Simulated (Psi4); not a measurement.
**SnH3O (SMILES [OH][SnH2]) at UPBE0/def2-TZVP (density fitting with def2-universal-jkfit, core potential, sweep point 3)**

Aim: the vertical ionisation energy of SnH3O at UPBE0/def2-TZVP (density fitting with def2-universal-jkfit, core potential, sweep point 3), from 2 runs. 

Program for the calculation: Psi4 1.11.

4 further runs of the same task are left out: 2 that didn't finish, 2 set aside as unsound or not needed.

## 1. Starting point

SnH3O has 5 atoms, charge 0, and is taken as a doublet. As SMILES, `[OH][SnH2]`. The coordinates come from a PBE0-D4/def2-TZVP relaxation. This is one conformer, not always the lowest.

Bond lengths: O1–Sn2 1.976 Å, O1–H3 0.960 Å, Sn2–H4 1.735 Å, Sn2–H5 1.722 Å. Angles: O1–Sn2–H4 106.9°, O1–Sn2–H5 101.9°, Sn2–O1–H3 113.3°, H4–Sn2–H5 111.7°.

## 2. A single-point energy at UPBE0/def2-TZVP (density fitting with def2-universal-jkfit, core potential, sweep point 3)

Contents of calc.inp:

```
memory 1.6 GB

molecule system {
  0 2
  O      0.707400    -0.732900     0.861900
  Sn     0.104500     0.308800    -0.705500
  H      0.368600    -1.631300     0.873200
  H     -1.606800     0.061300    -0.845900
  H      0.476300     1.920400    -0.224900
  symmetry c1
}

set basis def2-TZVP
set reference uks
set puream true
set scf_type df
set dft_radial_points 99
set dft_spherical_points 590
set df_basis_scf def2-universal-jkfit
set maxiter 150

energy('pbe0')
```

The run is started by

```console
$ psi4 -n 1 calc.inp calc.out
```

calc.out:

```text
[...]
    !!!  WARNING: ECP capability is in beta. Please check occupations closely.  !!!
[...]
  Running in c1 symmetry.
[...]
  Nuclear repulsion =   73.023538425356065
[...]
  Multiplicity = 2
[...]
  Nalpha       = 17
  Nbeta        = 16
[...]
    Number of basis functions: 99
[...]
 WARNING: Atomic UHF is not converging! Try casting from a smaller basis or call Rob at CCMST.
   -------------------------
[...]
   @DF-UKS iter   1:  -290.91393245132900   -1.22534e+00   9.39182e-03 DIIS/ADIIS
[...]
   @DF-UKS iter  10:  -291.24974120911236   -3.35201e-08   4.86834e-07 DIIS
[...]
   @S^2 Observed:                7.527037489E-01
[...]
    Orbital Energies [Eh]
    ---------------------
    Alpha Occupied:
       1A    -19.195905     2A     -5.151077     3A     -3.485904
       4A     -3.482312     5A     -3.480782     6A     -1.069277
       7A     -1.049686     8A     -1.048870     9A     -1.045665
      10A     -1.045000    11A     -0.976506    12A     -0.540037
      13A     -0.453581    14A     -0.361096    15A     -0.347361
      16A     -0.325070    17A     -0.226363
    Alpha Virtual:
      18A     -0.023052    19A      0.026624    20A      0.034861
      21A      0.080126    22A      0.097355    23A      0.100292
      24A      0.135036    25A      0.168706    26A      0.193761
[...]
  @DF-UKS Final Energy:  -291.24974120911236
   => Energetics <=
    Nuclear Repulsion Energy =             73.0235384253560653
    One-Electron Energy =                -627.4885968933081131
    Two-Electron Energy =                 284.3001944298434296
    DFT Exchange-Correlation Energy =     -21.0848771710036864
    Empirical Dispersion Energy =           0.0000000000000000
    VV10 Nonlocal Energy =                  0.0000000000000000
    Total Energy =                       -291.2497412091123579
[...]
 Multipole Moments:
 ------------------------------------------------------------------------------------
     Multipole            Electronic (a.u.)      Nuclear  (a.u.)        Total (a.u.)
 ------------------------------------------------------------------------------------
 L = 1.  Multiply by 2.5417464519 to convert [e a0] to [Debye]
 Dipole X            :         -3.5502103            3.2399778           -0.3102325
 Dipole Y            :          8.8662470           -9.0966471           -0.2304001
 Dipole Z            :        -15.7608563           15.1996945           -0.5611618
 Magnitude           :                                                    0.6813450
[...]
```

Wall time 13 s (1 thread of Intel Xeon Platinum 8488C (Sapphire Rapids), shared host); peak memory 0.91 GiB.

## 3. The singlet cation at the same level

Contents of h3osn.inp:

```
memory 1600 mb

molecule {
  1 1
  O      0.707400    -0.732900     0.861900
  Sn     0.104500     0.308800    -0.705500
  H      0.368600    -1.631300     0.873200
  H     -1.606800     0.061300    -0.845900
  H      0.476300     1.920400    -0.224900
  symmetry c1
}

set {
  basis                def2-TZVP
  reference            rks
  puream               true
  scf_type             df
  dft_radial_points    99
  dft_spherical_points 590
  df_basis_scf         def2-universal-jkfit
}

energy_value = energy("pbe0")
```

The run is started by

```console
$ psi4 -i h3osn.inp -o h3osn.out -n 1
```

h3osn.out:

```text
[...]
    !!!  WARNING: ECP capability is in beta. Please check occupations closely.  !!!
[...]
  Running in c1 symmetry.
[...]
  Nuclear repulsion =   73.023538425356065
[...]
  Multiplicity = 1
[...]
  Nalpha       = 16
  Nbeta        = 16
[...]
    Number of basis functions: 99
[...]
 WARNING: Atomic UHF is not converging! Try casting from a smaller basis or call Rob at CCMST.
   -------------------------
[...]
   @DF-RKS iter   1:  -290.67218804732670   -9.83597e-01   8.65551e-03 ADIIS/DIIS
[...]
   @DF-RKS iter  10:  -290.94115311857990   -9.04959e-09   4.82012e-07 DIIS
[...]
    Orbital Energies [Eh]
    ---------------------
    Doubly Occupied:
       1A    -19.446005     2A     -5.433418     3A     -3.773318
       4A     -3.762116     5A     -3.760439     6A     -1.342901
       7A     -1.333031     8A     -1.331734     9A     -1.325308
      10A     -1.321732    11A     -1.216981    12A     -0.779744
      13A     -0.687061    14A     -0.592427    15A     -0.573229
      16A     -0.555766
[...]
  @DF-RKS Final Energy:  -290.94115311857990
   => Energetics <=
    Nuclear Repulsion Energy =             73.0235384253560653
    One-Electron Energy =                -618.7953906221466696
    Two-Electron Energy =                 275.6886804152210289
    DFT Exchange-Correlation Energy =     -20.8579813370102976
    Empirical Dispersion Energy =           0.0000000000000000
    VV10 Nonlocal Energy =                  0.0000000000000000
    Total Energy =                       -290.9411531185799049
[...]
 Multipole Moments:
 ------------------------------------------------------------------------------------
     Multipole            Electronic (a.u.)      Nuclear  (a.u.)        Total (a.u.)
 ------------------------------------------------------------------------------------
 L = 1.  Multiply by 2.5417464519 to convert [e a0] to [Debye]
 Dipole X            :         -3.5828800            3.2399778           -0.3429023
 Dipole Y            :          8.8878880           -9.0966471           -0.2087591
 Dipole Z            :        -16.0722944           15.1996945           -0.8725999
 Magnitude           :                                                    0.9605170
[...]
```

Wall time 9 s (1 thread of Intel Xeon Platinum 8488C (Sapphire Rapids), shared host); peak memory 0.91 GiB.

## 4. Outcome

At UPBE0/def2-TZVP (density fitting with def2-universal-jkfit, core potential, sweep point 3):

```
                                          quantity          value
                       doublet SnH3O: total energy  -291.24974 Eh
                      doublet SnH3O: dipole moment         1.73 D
 doublet SnH3O: HOMO energy (highest over α and β)       -6.16 eV
  doublet SnH3O: LUMO energy (lowest over α and β)       -3.15 eV
                               doublet SnH3O: ⟨S²⟩          0.753
                      singlet cation: total energy  -290.94115 Eh
                       singlet cation: HOMO energy      -15.12 eV
                       singlet cation: LUMO energy      -10.58 eV
                     singlet cation: HOMO–LUMO gap        4.54 eV
vertical ionisation energy (to the singlet cation)       8.397 eV
```

In words: Removing an electron at fixed nuclei costs 8.40 eV (810 kJ/mol). Only the singlet of the ionised species was computed; a triplet could lie lower.
